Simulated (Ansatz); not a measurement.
# CrN2 (Pnnm) in Ansatz: further runs

Runs on CrN2. Level: PBEsol. Tasks: relaxation of cell and atoms.

All numbers are computed with Ansatz 0.2.0; they aren't measurements. Logs are shortened: lines on timing, memory, paths and dates and some standing lists are left out, and cuts for length are marked.

**1. The structure**

It takes space group Pnnm (No. 58, orthorhombic). The conventional cell has a = 3.902 Å, b = 4.810 Å, c = 2.784 Å, α = 90.00°, β = 90.00°, γ = 90.00°. Cr (site symmetry 2/m) is surrounded by 6 N at 2.04 to 2.05 Å. N (site symmetry m) is surrounded by 1 N at 1.35 Å.

The cell comes from a database or a generator and needn't be the stable form of this composition.

**2. Relaxation of cell and atoms, PBEsol, collinear spin, ferromagnetic start, target pressure 20 GPa, at which the enthalpy is minimised**

input.yaml

```yaml
crystal:
  lattice:
    - [3.901786, 0.0, 0.0]
    - [0.0, 4.809512, 0.0]
    - [0.0, 0.0, 2.78417]
  atoms:
    - { symbol: Cr, position: [0.0, 0.0, 0.0], spin: 3.0 }
    - { symbol: Cr, position: [0.5, 0.5, 0.5], spin: 3.0 }
    - { symbol: "N", position: [0.86617, 0.588775, 0.0] }
    - { symbol: "N", position: [0.13383, 0.411225, 0.0] }
    - { symbol: "N", position: [0.36617, 0.911225, 0.5] }
    - { symbol: "N", position: [0.63383, 0.088775, 0.5] }
hamiltonian:
  xc: pbesol
  pseudopotentials: { kind: paw }
magnetization:
  spin_polarized: true
kpoints:
  mp_grid: { grid: [7, 6, 10] }
scf:
  occupations: { method: fermi_dirac, width: 0.05 }
output:
  forces: true
  stress: true
  eigenvalues: true
relax:
  f_tol: 0.01
  max_steps: 40
  cell: { stress_tol: 0.05, p_target: 20.0 }
```

Potentials or basis: Ansatz PAW.

On the command line:

```sh
> ansatz run input.yaml --threads 2 --pin off --max-ram 5632MiB --backend cpu --events-out ev --progress --plain --runs-dir out
```

Output:

```text
Warning: RAYON_NUM_THREADS=2 ignored (pool sized by the plan → 2); use --threads N
Engine: ansatz 0.2.0, x86_64-unknown-linux-gnu
Pseudopotentials: kind: paw
Pseudopotential: Cr, paw, valence charge 14, recommended cutoff 420 eV (normal), Cr.paw.azcp
Pseudopotential: N, paw, valence charge 5, recommended cutoff 420 eV (normal), N.paw.azcp
Functional definition: PBEsol
  exchange = pbesol_x
  correlation = pbesol_c
Crystal: 6 atoms, lattice volume = 52.247 Å³
Basis set: ecut = 420 eV, 1017 PW (Γ), exchange–correlation on 54×72×40 points (8 copies of the dense FFT grid, shifted against one another)
Bands: 33, of which v1, the nominal top of the filled ones, is band 24 counted from 1 (23 counted from 0)
Symmetry: 8 space group operations
Space group: Pnnm (ITA 58), of the structure as read, at distance tolerance 3.7e-5 Å
Magnetic group: BNS 58.393 (UNI 491), of the structure as read, at distance tolerance 3.7e-5 Å
k-points: 96 of 420
Non-local potential: Cr, projectors of the file, l = 0: 3, l = 1: 2, l = 2: 3, l = 3: 1
Non-local potential: N, projectors of the file, l = 0: 2, l = 1: 2, l = 2: 1
PAW form: soft (Blöchl's): semilocal exchange-correlation on the pseudo side does not see the compensation charge
PAW frozen core: Cr, regenerated for the run's functional, and the local potential with it (the file was generated under x = pbe(κ = 0.804, μ = 0.2195149727645171), c = pbe(β = 0.06672455060314922))
PAW frozen core: N, regenerated for the run's functional, and the local potential with it (the file was generated under x = pbe(κ = 0.804, μ = 0.2195149727645171), c = pbe(β = 0.06672455060314922))
PAW one-centre angular grid: Cr, 590 points (default); XC on 64 Gauss nodes
PAW one-centre angular grid: N, 110 points (default); XC on 64 Gauss nodes
Initial density: superposition of atomic densities (chi_scale 0.1, normalization cell, long waves kept (reshape's long-wave potential 0.00 eV rms))
Starting moments: Σ|m| = 6 μB on 2 of 6 sites
Initial wavefunctions: pseudopotential atomic-orbital guess
Functional: x = pbesol(κ = 0.804, μ = 0.12345679012345678), c = pbesol(β = 0.046)
SCF iter   1: F=—  HF=-8214.397112 eV  |F-HF|=—  |Δ(HF+E_count)|=         —  Δρ=6.05e-2 (↑6.05e-2 ↓5.49e-2)  dr2=3.44e0  dr2_m=4.73e-1  M=4.435 μB ∫|m|=5.217 μB  β_m=0.30  ethr=3.10e-3  ⟨swp⟩=5.5  Hψ=21526  notcnv=0  defer=28
Mixer restart at iter 1: flushing history
preconditioner: auto → Kerker (q_TF=auto, 2.690 Å⁻¹)  [metal: Δε(μ)=0.011 eV  Ē_g=10.527 eV  σ=0.050 eV  W_gap=0.05  n_scr=16 (ndim 8)  ℏωp=29.1 eV  f_vac=0.000  D(μ)=1.07/eV (n_scr^D=4)]
spin=Collinear: Kerker preconditioning applied to the charge; magnetization (m = ρ↑ − ρ↓) channel mixes plain (no charge-response kernel on spin).
SCF iter   2: F=—  HF=-8213.748498 eV  |F-HF|=—  |Δ(HF+E_count)|=   6.49e-1  Δρ=3.78e-2 (↑3.78e-2 ↓3.69e-2)  dr2=1.20e0  dr2_m=2.33e-1  M=4.410 μB ∫|m|=5.238 μB  β_m=0.52  ethr=3.10e-3  ⟨swp⟩=2.0  Hψ=9823  notcnv=0  defer=232
SCF iter   3: F=—  HF=-8213.368773 eV  |F-HF|=—  |Δ(HF+E_count)|=   3.80e-1  Δρ=1.18e-2 (↑1.18e-2 ↓1.15e-2)  dr2=1.23e-1  dr2_m=2.27e-2  M=4.310 μB ∫|m|=5.175 μB  β_m=0.63  ethr=2.49e-3  ⟨swp⟩=2.0  Hψ=10489  notcnv=0  defer=232
SCF iter   4: F=—  HF=-8213.352520 eV  |F-HF|=—  |Δ(HF+E_count)|=         —  Δρ=4.21e-3 (↑4.21e-3 ↓4.06e-3)  dr2=1.02e-2  dr2_m=5.44e-3  M=4.239 μB ∫|m|=5.050 μB  β_m=0.63  ethr=2.57e-4  ⟨swp⟩=2.1  Hψ=11040  notcnv=0  defer=200
Mixer restart at iter 4: flushing history
SCF iter   5: F=—  HF=-8213.357551 eV  |F-HF|=—  |Δ(HF+E_count)|=   5.03e-3  Δρ=2.72e-3 (↑1.49e-3 ↓2.72e-3)  dr2=6.54e-3  dr2_m=1.08e-3  M=4.238 μB ∫|m|=5.035 μB  β_m=0.81  ethr=2.13e-5  ⟨swp⟩=1.0  Hψ=6456  notcnv=0  defer=200
SCF iter   6: F=—  HF=-8213.359225 eV  |F-HF|=—  |Δ(HF+E_count)|=   1.67e-3  Δρ=1.75e-3 (↑1.75e-3 ↓6.71e-4)  dr2=1.34e-3  dr2_m=3.68e-4  M=4.232 μB ∫|m|=5.004 μB  β_m=0.74  ethr=1.36e-5  ⟨swp⟩=2.6  Hψ=11413  notcnv=0  defer=200
SCF iter   7: F=—  HF=-8213.358693 eV  |F-HF|=—  |Δ(HF+E_count)|=   5.32e-4  Δρ=3.39e-4 (↑2.83e-4 ↓3.39e-4)  dr2=1.07e-4  dr2_m=3.83e-6  M=4.232 μB ∫|m|=4.999 μB  β_m=0.87  ethr=2.79e-6  ⟨swp⟩=2.0  Hψ=11954  notcnv=0  defer=200
SCF iter   8: F=—  HF=-8213.359004 eV  |F-HF|=—  |Δ(HF+E_count)|=   3.10e-4  Δρ=2.46e-4 (↑2.46e-4 ↓1.93e-4)  dr2=9.11e-5  dr2_m=4.40e-7  M=4.233 μB ∫|m|=5.001 μB  β_m=0.93  ethr=2.24e-7  ⟨swp⟩=2.0  Hψ=9042  notcnv=0  defer=200
SCF iter   9: F=—  HF=-8213.359011 eV  |F-HF|=—  |Δ(HF+E_count)|=   7.88e-6  Δρ=6.89e-5 (↑6.89e-5 ↓2.76e-5)  dr2=2.84e-6  dr2_m=4.97e-7  M=4.233 μB ∫|m|=5.003 μB  β_m=0.97  ethr=1.90e-7  ⟨swp⟩=2.6  Hψ=10674  notcnv=0  defer=200
SCF iter  10: F=—  HF=-8213.359011 eV  |F-HF|=—  |Δ(HF+E_count)|=   1.63e-7  Δρ=2.23e-5 (↑2.23e-5 ↓1.20e-5)  dr2=5.57e-7  dr2_m=1.68e-8  M=4.233 μB ∫|m|=5.002 μB  β_m=0.98  ethr=5.91e-9  ⟨swp⟩=2.6  Hψ=9627  notcnv=0  defer=200
SCF iter  11: F=—  HF=-8213.359011 eV  |F-HF|=—  |Δ(HF+E_count)|=   8.89e-8  Δρ=2.50e-6 (↑2.50e-6 ↓1.47e-6)  dr2=6.15e-9  dr2_m=4.78e-10  M=4.233 μB ∫|m|=5.002 μB  β_m=0.99  ethr=1.16e-9  ⟨swp⟩=2.8  Hψ=10409  notcnv=0  defer=200
SCF iter  12: F=-8213.359011 eV  HF=-8213.359011 eV  |F-HF|=3.34e-9  |Δ(HF+E_count)|=   3.61e-9  Δρ=1.40e-6 (↑1.40e-6 ↓1.17e-6)  dr2=3.86e-9  dr2_m=8.19e-12  M=4.233 μB ∫|m|=5.002 μB  ethr=1.28e-11  ⟨swp⟩=6.8  Hψ=20098  notcnv=0
SCF 1 converged in 12 iterations: F = -8213.359011 eV  dr2 = 3.86e-9
[... 110 lines left out ...]
SCF iter   5: F=-8213.240989 eV  HF=-8213.240989 eV  |F-HF|=4.37e-11  |Δ(HF+E_count)|=  1.46e-11  Δρ=1.65e-7 (↑1.65e-7 ↓1.62e-7)  dr2=5.15e-11  dr2_m=1.08e-13  M=4.101 μB ∫|m|=4.531 μB  ethr=1.00e-12  ⟨swp⟩=2.2  Hψ=18523  notcnv=0
SCF 9 converged in 5 iterations: F = -8213.240989 eV  dr2 = 5.15e-11
relax step   9: F+E_penalty+E_count = -8213.24098891 eV  Δ(F+E_penalty+E_count) = +4.536e-4 eV  max|allowed force component| = 4.503e-4 eV/Å  Δτ_max = 0.0000 Å  P = +19.993 GPa  Ω = 46.885 Å³  stress off target by 1.39e-2 GPa  SCF on the basis re-selected at this cell (its energy is not comparable with the rows above)  (5 SCF iters)
basis re-selected at this cell: Δ(F+E_penalty+E_count) = +4.536e-4 eV, ΔP = -0.009 GPa vs the last step (what re-selecting the basis moved, of the pressure what is left beyond the Pulay correction that the steps carried, after the strain that the cell walked since its last selection, with what the two solves' SCF thresholds leave and, on support functions, any second-order correction that the steps lacked; it is no measure of the basis error at this ecutwfc). This SCF's stress stands 1.39e-2 GPa from its target on what of the cell is left free (relax.cell.stress_tol is 5.00e-2 GPa) and its largest allowed force component is 4.50e-4 eV/Å (relax.f_tol is 1.00e-2 eV/Å): within both
SCF converged after 5 iterations
Magnetization: 4.1006 μB (26.0503 up, 21.9497 down)
Absolute magnetization: 4.5320 μB (∫|ρ↑−ρ↓|, with the PAW one-centre terms)
Spin contamination: 0.0906 ħ² per cell (⟨S²⟩ above its minimum at these occupations)
Per-site moments (μB) at R_I (Å): [(1.6959630457253798, 0.8101906379412821), (1.6959630457253803, 0.8101906379412822), (-0.03170596794006893, 0.5519610711265627), (-0.03170596794006904, 0.5519610711265627), (-0.03170596794006915, 0.5519610711265629), (-0.03170596794006914, 0.5519610711265629)]
Free energy (F): -8213.240989 eV
Harris-Foulkes:  -8213.240989 eV  (|F-HF|=4.37e-11)
Internal energy: -8213.232663 eV  (E = F + TS)
E sigma→0 (E₀):  -8213.236826 eV
Entropy (-TS):   -0.008326 eV (-1.388 meV/atom)
Fermi energy:    15.531714 eV
--- Per-component energies (eV) ---
  E_band       = -282.910150
  E_kinetic    = 1216.629632
  E_local      = -3276.798245  (includes V_loc(G=0)·N_el)
  E_nonlocal   = 347.716744
  E_hartree    = 1322.614149
  E_xc         = -516.599420
  E_vxc        = -661.008590  (∫ρ·V_xc dr)
  E_paw        = -2825.550797  (= ΣΔE_a)
  E_vpaw       = -554.678885  (= ΣTr[D̂ρ^β])
  E_aug_tail   = 0.001267  (compensation charges beyond the density's cutoff)
  E_ewald      = -4481.678388
  E_core_change = 0.432394  (= ΣΔE_core)
  E_smearing   = -0.008326  (= −TS)
  E_closure    = 0.000000  (closes the sum)
  Σ components = -8213.240989   (vs F -8213.240989, Δ=0.00e0)
--- Forces (eV/Å), atoms counted from 1 ---
  atom   1  Cr    -0.00000000     0.00000000     0.00000000
  atom   2  Cr     0.00000000     0.00000000     0.00000000
  atom   3  N     -0.00024406     0.00045034     0.00000000
  atom   4  N      0.00024406    -0.00045034     0.00000000
  atom   5  N     -0.00024406    -0.00045034     0.00000000
  atom   6  N      0.00024406     0.00045034     0.00000000
  max |Σ_I F_I| component: 0.00e0 eV/Å
--- Stress (GPa, compression-positive) ---
       20.003033       0.000000       0.000000
        0.000000      19.986138       0.000000
        0.000000       0.000000      19.991202
  P = ⅓ Tr σ = 19.9935 GPa (199.935 kbar)
--- Band table (eV; the first three rows and the last of 192) ---
  k-point 0 ↑: bands = ["-56.8737", "-56.8619", "-28.4775", "-28.4105", "-28.3319", "-28.2979", "-28.1929", "-28.1747", "-5.7134", "-4.5693", "3.6578", "4.3426", "7.1848", "7.5238", "9.1289", "10.4672", "10.5403", "10.8990", "11.5153", "12.6173", "12.8510", "12.8511", "14.1659", "14.4560", "14.7572", "14.9016", "15.0654", "15.2959", "19.3316", "21.0867", "21.1613", "21.9806", "23.6521"]
  k-point 1 ↑: bands = ["-56.8694", "-56.8582", "-28.4719", "-28.4077", "-28.3266", "-28.2937", "-28.2281", "-28.2110", "-5.6017", "-4.4992", "3.6909", "4.2957", "7.3188", "7.5716", "8.8734", "10.3540", "10.4739", "11.0244", "11.1480", "11.8829", "12.8206", "13.2027", "14.4453", "14.6614", "14.8699", "15.0787", "15.1438", "15.1859", "19.3122", "20.8100", "20.8405", "21.8904", "23.9075"]
  k-point 2 ↑: bands = ["-56.8581", "-56.8485", "-28.4569", "-28.4010", "-28.3193", "-28.3120", "-28.3052", "-28.2828", "-5.2892", "-4.3146", "3.7675", "4.1730", "7.5983", "7.6700", "8.4048", "9.2376", "10.2897", "10.7278", "11.4260", "11.5054", "12.5933", "13.8883", "14.4113", "14.8350", "14.9640", "15.0214", "15.5599", "15.7410", "19.2537", "20.1107", "20.2000", "21.5593", "24.3851"]
  k-point 95 ↓: bands = ["-54.7296", "-54.7296", "-26.7774", "-26.7774", "-26.3035", "-26.3035", "-25.9984", "-25.9984", "-4.0717", "-4.0717", "4.1663", "4.1663", "7.1278", "7.1278", "8.5512", "8.5512", "9.4986", "9.4986", "12.5308", "12.5308", "14.1547", "14.1547", "16.8268", "16.8268", "16.9064", "16.9064", "18.4865", "18.4865", "20.2125", "20.2125", "21.7178", "21.7178", "24.7442"]
--- Relaxed structure (7 steps of the walk, 7 accepted, 2 SCFs on fresh bases) ---
  F+E_penalty+E_count = -8213.24098891 eV   max|allowed force component| = 4.503e-4 eV/Å   (the final SCF, on the basis selected at the relaxed cell)
  cell:  # Å, volume = 46.8847 Å³
    - [3.8071028193828047, 0.0, 0.0]
    - [0.0, 4.643778602569152, 0.0]
    - [0.0, 0.0, 2.6519455817133326]
  atoms:
    - { symbol: Cr, position: [1.8524887021576007e-20, -7.138576386829747e-20, 0.0] }
    - { symbol: Cr, position: [0.5000000000000001, 0.5, 0.5] }
    - { symbol: N, position: [0.8639682629780188, 0.5912126664436438, 0.0] }
    - { symbol: N, position: [0.1360317370219812, 0.4087873335563564, 0.0] }
    - { symbol: N, position: [0.3639682629780188, 0.9087873335563563, 0.5] }
    - { symbol: N, position: [0.6360317370219813, 0.09121266644364366, 0.5] }
```

Wall time 47 s (2 threads of Intel Xeon 6975P-C (Granite Rapids), shared host); peak memory 0.6 GiB.

What came out:

* Free energy: -8213.2410 eV
* Relaxed volume: 7.81 Å³/atom
* Relaxed cell: a = 3.807 Å, b = 4.644 Å, c = 2.652 Å, α = 90.00°, β = 90.00°, γ = 90.00°
* Space group after relaxing (to 0.05 Å): Pnnm (No. 58)
* Energy change on relaxing (the enthalpy is what falls): +19.7 meV/atom
* Ionic steps: 9
* Pressure after relaxing: 20.0 GPa
* Band gap on the k mesh: none (metal or under the smearing width)
* Net moment: 4.10 μB per cell
* Absolute moment: 4.53 μB per cell
* Site moments: Cr +1.70; N -0.03 μB

The path:
```
step  energy change (eV)  largest force (eV/Å)  volume (Å³)
   1              0.0000                0.0642        52.25
   2             -0.0098                0.3170        48.14
   3              0.1198                0.1994        46.75
   4              0.0935                0.1146        46.95
   5              0.0924                0.0147        46.96
   6              0.0917                0.0078        46.96
   7              0.1084                0.0082        46.96
   8              0.1176                0.0005        46.88
   9              0.1180                0.0005        46.88
```

Final structure:
```yaml
crystal:
  lattice:
    - [3.80710, 0.00000, 0.00000]
    - [0.00000, 4.64378, 0.00000]
    - [0.00000, 0.00000, 2.65195]
  atoms:
    - { symbol: Cr, position: [0.00000, 0.00000, 0.00000] }
    - { symbol: Cr, position: [0.50000, 0.50000, 0.50000] }
    - { symbol: N, position: [0.86397, 0.59121, 0.00000] }
    - { symbol: N, position: [0.13603, 0.40879, 0.00000] }
    - { symbol: N, position: [0.36397, 0.90879, 0.50000] }
    - { symbol: N, position: [0.63603, 0.09121, 0.50000] }
```

Levels at points of the mesh, in eV from the Fermi level:
Spin up:
```csv
k point,band 23,band 24,band 25,band 26,band 27,band 28,band 29,band 30
"(0.00, 0.00, 0.00)",-1.37,-1.08,-0.77,-0.63,-0.47,-0.24,3.80,5.55
"(0.00, 0.00, -0.50)",-1.06,-1.06,0.39,0.39,1.18,1.18,3.40,3.40
"(0.00, -0.50, 0.00)",-1.05,-1.05,0.02,0.02,0.30,0.30,3.40,3.40
"(0.00, -0.50, -0.50)",-1.17,-1.17,-0.17,-0.17,1.20,1.20,2.77,2.77
```
Spin down:
```
             k point  band 19  band 20  band 21  band 22  band 23  band 24  band 25  band 26
  (0.00, 0.00, 0.00)    -3.97    -3.02    -1.90    -1.84     0.21     0.27     1.11     1.59
 (0.00, 0.00, -0.50)    -2.11    -2.11    -1.82    -1.82     1.35     1.35     1.61     1.61
 (0.00, -0.50, 0.00)    -2.71    -2.71    -1.68    -1.68     0.77     0.77     1.81     1.81
(0.00, -0.50, -0.50)    -1.42    -1.42    -0.08    -0.08     0.64     0.64     1.23     1.23
```

Caveat: the plane-wave basis is chosen anew once the cell has moved, so the energies of steps on either side of that aren't comparable; the pressure holds a Pulay correction of +0.9 GPa for the finite cutoff; only a ferromagnetic start was run, and an antiferromagnetic order may lie lower in energy; the PAW data sets come from PBE, with cores solved anew for the run's functional, which leaves a small shift of forces and pressure.

**3. Relaxation of cell and atoms, PBEsol, collinear spin, ferromagnetic start, target pressure 30 GPa, at which the enthalpy is minimised**

Edit input.yaml of step 2 so:

```diff
@@ -25,2 +25,6 @@
   eigenvalues: true
+  write_density: true
+  write_potential: true
+  elf: true
+  volumetric_format: npy
 relax:
@@ -28,2 +32,2 @@
   max_steps: 40
-  cell: { stress_tol: 0.05, p_target: 20.0 }
+  cell: { stress_tol: 0.05, p_target: 30.0 }
```

Potentials or basis: Ansatz PAW.

On the command line:

```sh
> ansatz run input.yaml --threads 2 --pin off --max-ram 5632MiB --backend cpu --events-out ev --progress --plain --runs-dir out
```

It took 50 s on 2 threads of Intel Xeon 6975P-C (Granite Rapids), shared host; peak memory 0.61 GiB.

Results (log left out):

- Free energy: -8213.0471 eV
- Relaxed volume: 7.61 Å³/atom
- Relaxed cell: a = 3.788 Å, b = 4.604 Å, c = 2.617 Å, α = 90.00°, β = 90.00°, γ = 90.00°
- Space group after relaxing (to 0.05 Å): Pnnm (No. 58)
- Energy change on relaxing (the enthalpy is what falls): +52.0 meV/atom
- Ionic steps: 9
- Pressure after relaxing: 30.0 GPa
- Band gap on the k mesh: none (metal or under the smearing width)
- Net moment: 4.08 μB per cell
- Absolute moment: 4.43 μB per cell
- Site moments: Cr +1.66; N -0.03 μB

The path:
```csv
step,energy change (eV),largest force (eV/Å),volume (Å³)
1,0.0000,0.0642,52.25
2,0.0783,0.3800,47.14
3,0.3449,0.2083,45.38
4,0.2803,0.1284,45.71
5,0.2794,0.0195,45.71
6,0.2787,0.0020,45.71
7,0.2975,0.0028,45.71
8,0.3115,0.0010,45.64
9,0.3119,0.0009,45.64
```

Final structure:
```xyz
6
Lattice="3.7884 0.0000 0.0000 0.0000 4.6036 0.0000 0.0000 0.0000 2.6167" Properties=species:S:1:pos:R:3 pbc="T T T"
Cr    0.0000    0.0000    0.0000
Cr    1.8942    2.3018    1.3084
N     3.2726    2.7244    0.0000
N     0.5158    1.8792    0.0000
N     1.3784    4.1810    1.3084
N     2.4100    0.4226    1.3084
```

Levels at points of the mesh, in eV from the Fermi level:
Spin up:
| k point | band 23 | band 24 | band 25 | band 26 | band 27 | band 28 | band 29 | band 30 |
| --- | --- | --- | --- | --- | --- | --- | --- | --- |
| (0.00, 0.00, 0.00) | -1.41 | -1.10 | -0.79 | -0.60 | -0.46 | -0.19 | 3.98 | 5.69 |
| (0.00, 0.00, -0.50) | -1.06 | -1.06 | 0.37 | 0.37 | 1.31 | 1.31 | 3.57 | 3.57 |
| (0.00, -0.50, 0.00) | -1.06 | -1.06 | 0.08 | 0.08 | 0.31 | 0.31 | 3.54 | 3.54 |
| (0.00, -0.50, -0.50) | -1.20 | -1.20 | -0.19 | -0.19 | 1.33 | 1.33 | 2.91 | 2.91 |
Spin down:
```csv
k point,band 19,band 20,band 21,band 22,band 23,band 24,band 25,band 26
"(0.00, 0.00, 0.00)",-4.05,-2.99,-1.95,-1.88,0.12,0.19,1.09,1.59
"(0.00, 0.00, -0.50)",-2.16,-2.16,-1.95,-1.95,1.32,1.32,1.57,1.57
"(0.00, -0.50, 0.00)",-2.83,-2.83,-1.72,-1.72,0.72,0.72,1.80,1.80
"(0.00, -0.50, -0.50)",-1.52,-1.52,-0.08,-0.08,0.55,0.55,1.17,1.17
```

Caveat: the plane-wave basis is chosen anew once the cell has moved, so the energies of steps on either side of that aren't comparable; the pressure holds a Pulay correction of +0.9 GPa for the finite cutoff; only a ferromagnetic start was run, and an antiferromagnetic order may lie lower in energy; the PAW data sets come from PBE, with cores solved anew for the run's functional, which leaves a small shift of forces and pressure. With open d or f shells a metallic result of PBEsol can be an artefact of self-interaction; +U or a hybrid may open a gap.
